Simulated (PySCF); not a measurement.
# Bi2F2O2 (Bi2(O)2(F)2): the cost of one run

The runs use PySCF 2.14.0; TPSS, Bi def2-SVP with ECP60, O def2-SVP, F def2-SVP; scalar-relativistic core potentials, no spin–orbit coupling.

3 further runs of the same task are left out: 2 for a known fault of the program, 1 set aside as unsound or not needed. Runs told in other sessions of the task aren't counted.

## Step 1: The starting structure

6 atoms, charge 0, spin multiplicity 1.

Bond lengths: Bi1–Bi2 3.007 Å, Bi1–O3 1.978 Å, Bi1–O4 1.978 Å, Bi1–F5 1.961 Å, Bi2–O3 1.978 Å, Bi2–O4 1.978 Å, Bi2–F6 1.961 Å. Angles: Bi2–Bi1–O3 40.5°, Bi2–Bi1–O4 40.5°, Bi2–Bi1–F5 180.0°, O3–Bi1–O4 81.1°, O3–Bi1–F5 139.5°, O4–Bi1–F5 139.5°, Bi1–Bi2–O3 40.5°, Bi1–Bi2–O4 40.5°, Bi1–Bi2–F6 180.0°, O3–Bi2–O4 81.1°, O3–Bi2–F6 139.5°, O4–Bi2–F6 139.5°, Bi1–O3–Bi2 98.9°, Bi1–O4–Bi2 98.9°.

Geometry (Å):

```mol
Bi2F2O2
  3D, bonds by distance, orders not assigned

  6  7  0  0  0  0  0  0  0  0999 V2000
    0.0000    0.0000    1.5033 Bi  0  0
    0.0000    0.0000   -1.5033 Bi  0  0
    1.2855    0.0000    0.0000 O   0  0
   -1.2855    0.0000    0.0000 O   0  0
    0.0000    0.0000    3.4641 F   0  0
    0.0000    0.0000   -3.4641 F   0  0
  1  2  8  0
  1  3  8  0
  1  4  8  0
  1  5  8  0
  2  3  8  0
  2  4  8  0
  2  6  8  0
M  END
```

Formal oxidation states: Bi +3.

## Step 2: SCF at the start, singlet

Input file run.py (the lines that set the calculation):

```python
mol = gto.M(atom='''
Bi     0.00000     0.00000     1.50330
Bi     0.00000     0.00000    -1.50330
O      1.28550     0.00000     0.00000
O     -1.28550     0.00000     0.00000
F      0.00000     0.00000     3.46410
F      0.00000     0.00000    -3.46410''',
    basis={'Bi': 'def2-SVP', 'O': 'def2-SVP', 'F': 'def2-SVP'},
    ecp={'Bi': 'def2-SVP'},
    charge=0, spin=0)
mf = dft.RKS(mol, xc='TPSS')
mf.grids.atom_grid = (50, 194)
mf = mf.density_fit()  # fitting sets: Bi def2-universal-JKFIT, O def2-universal-JKFIT, F def2-universal-JKFIT
mf.conv_tol = 1e-08; mf.max_cycle = 55
mf.kernel(dm0)  # dm0: free metal ions and neutral atoms
```

The run is started by

```
> OMP_NUM_THREADS=2 python run.py
```

What time and memory should one allow on 2 threads of AMD EPYC 9R45 (Zen 5), shared host?

About 3.7 s, with a peak of 0.48 GiB.
